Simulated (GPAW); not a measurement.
Runs of GPAW 26.7.0 on NbSi. It takes space group Fm-3m (No. 225, cubic). Conventional cell: a = 5.148 Å, b = 5.148 Å, c = 5.148 Å, α = 90.00°, β = 90.00°, γ = 90.00°. Nb (site symmetry m-3m) has 6 Si at 2.57 Å as nearest neighbours. Around Si (site symmetry m-3m) lie 6 Nb at 2.57 Å. The cell was built by a generator and needn't be a form met in nature.

```csv
U,pressure (GPa)
Nb d U = 8 eV,19.0
Nb d U = 2 eV,(b)
Nb d U = 6 eV,(a)
Nb d U = 3 eV,1.8
Nb d U = 1 eV,0.1
```

Alike in all rows: task band structure; level r2SCAN+U; potentials or basis GPAW PAW data sets (gpaw-data 1.2.1), pw; no spin polarisation; cell as given; k mesh 9 × 9 × 9; cutoff (eV) 600; smearing fermi-dirac 0.05 eV.

Estimate the missing entries.

(a) 8.1; (b) 0.9.

Caveats: the PAW data sets were made with another functional, which shifts forces and pressure a little; U without spin polarisation on a metal has little footing; the U is typed as a test and isn't derived for this compound.
